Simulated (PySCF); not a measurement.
# HF/STO-3G run of C2H6GeO (SMILES C[CH2][Ge][OH])

What is the vertical singlet–triplet gap of C2H6GeO at HF/STO-3G? The job is set up through a Python script.

The results are computed with PySCF 2.14.0.

## Step 1: The system as given

C2H6GeO: 10 atoms, total charge 0, spin state singlet. As SMILES, `C[CH2][Ge][OH]`. The coordinates come from a PBE0-D4/def2-TZVP relaxation. This is one conformer, not always the lowest.

Bond lengths: C1–C2 1.519 Å, C2–Ge3 2.014 Å, Ge3–O4 1.789 Å, C1–H5 1.095 Å, C1–H6 1.094 Å, C1–H7 1.095 Å, C2–H8 1.099 Å, C2–H9 1.099 Å, O4–H10 0.963 Å. Some angles: C1–C2–Ge3 118.5°, C2–Ge3–O4 99.7°, C1–C2–H8 111.0°, C1–C2–H9 111.0°, Ge3–C2–H8 105.3°, Ge3–C2–H9 105.3°, C2–C1–H5 111.8°, C2–C1–H6 112.3°, C2–C1–H7 111.7°, Ge3–O4–H10 114.7°.

## Step 2: The energy at HF/STO-3G

input.py reads:

```python
# C[CH2][Ge][OH]
from pyscf import gto, scf

mol = gto.M(
    atom='''
C       -0.824700       0.531500       0.018600
C       -0.028700      -0.493800       0.806900
Ge       1.717500      -1.148700       0.045400
O        1.753200      -0.211400      -1.478100
H       -1.110900       0.152100      -0.967700
H       -1.752000       0.814600       0.524700
H       -0.257300       1.455500      -0.133500
H       -0.623500      -1.399400       0.989500
H        0.215100      -0.117700       1.810000
H        0.994400       0.366000      -1.612700
''',
    spin=0,
    basis='sto-3g',
    max_memory=1860,
    verbose=3,
)

calc0 = scf.RHF(mol)
calc0.conv_tol = 1e-10
calc0.kernel()
if not calc0.converged:
    calc0 = calc0.newton().run(calc0.mo_coeff, calc0.mo_occ)

e_tot = calc0.e_tot
print('Final energy', e_tot)
```

Started as:

```bash
$ OMP_NUM_THREADS=1 python input.py
```

Log:

```text
converged SCF energy = -2203.87916944684
Final energy -2203.8791694468355
```

Wall time 0.66 s (1 thread of Arm Neoverse V2, shared host); peak memory 0.1 GiB.

## Step 3: The triplet at the same level

input.py reads:

```python
from pyscf import gto, scf

mol = gto.M(
    atom='''
C     -1.558457     1.004389     0.035149
C     -0.054235    -0.933147     1.524820
Ge     3.245605    -2.170728     0.085794
O      3.313068    -0.399488    -2.793204
H     -2.099297     0.287427    -1.828688
H     -3.310800     1.539371     0.991539
H     -0.486227     2.750496    -0.252278
H     -1.178244    -2.644483     1.869884
H      0.406480    -0.222421     3.420404
H      1.879144     0.691640    -3.047561
''',
    spin=2,
    basis='sto-3g',
    charge=0,
    max_memory=1860,
    unit='bohr',
    verbose=3,
)

myscf = scf.UHF(mol)
myscf.conv_tol = 1e-10
myscf.kernel()
if not myscf.converged:
    myscf = myscf.newton().run(myscf.mo_coeff, myscf.mo_occ)

e_final = myscf.e_tot
print('E(%s) = %.9f' % ('HF', e_final))
```

Started as:

```bash
$ OMP_NUM_THREADS=1 python input.py
```

Log:

```text
WARN: HOMO -0.223388570463819 >= LUMO -0.38934537328595

converged SCF energy = -2203.80339514729  <S^2> = 2.0042614  2S+1 = 3.0028396
E(HF) = -2203.803395147
```

Wall time 0.72 s (1 thread of Arm Neoverse V2, shared host); peak memory 0.1 GiB.

## Step 4: What came out

At HF/STO-3G:

| quantity | value |
| --- | --- |
| singlet: total energy | -2203.87917 Eh |
| singlet: dipole moment | 1.27 D |
| singlet: HOMO energy | -6.25 eV |
| singlet: LUMO energy | 5.45 eV |
| singlet: HOMO–LUMO gap | 11.70 eV |
| triplet: total energy | -2203.80340 Eh |
| triplet: dipole moment | 1.73 D |
| triplet: HOMO energy (highest over α and β) | -4.13 eV |
| triplet: LUMO energy (lowest over α and β) | 3.49 eV |
| triplet: ⟨S²⟩ | 2.004 |
| vertical energy of the triplet above the singlet | 2.062 eV |

At this shape the triplet lies 2.06 eV (199 kJ/mol) above the singlet. In a minimal basis such a difference can be off by several eV, whatever the method. Mulliken charges (triplet) run from -0.46 on O4 to +0.45 on Ge3; they depend strongly on the basis.
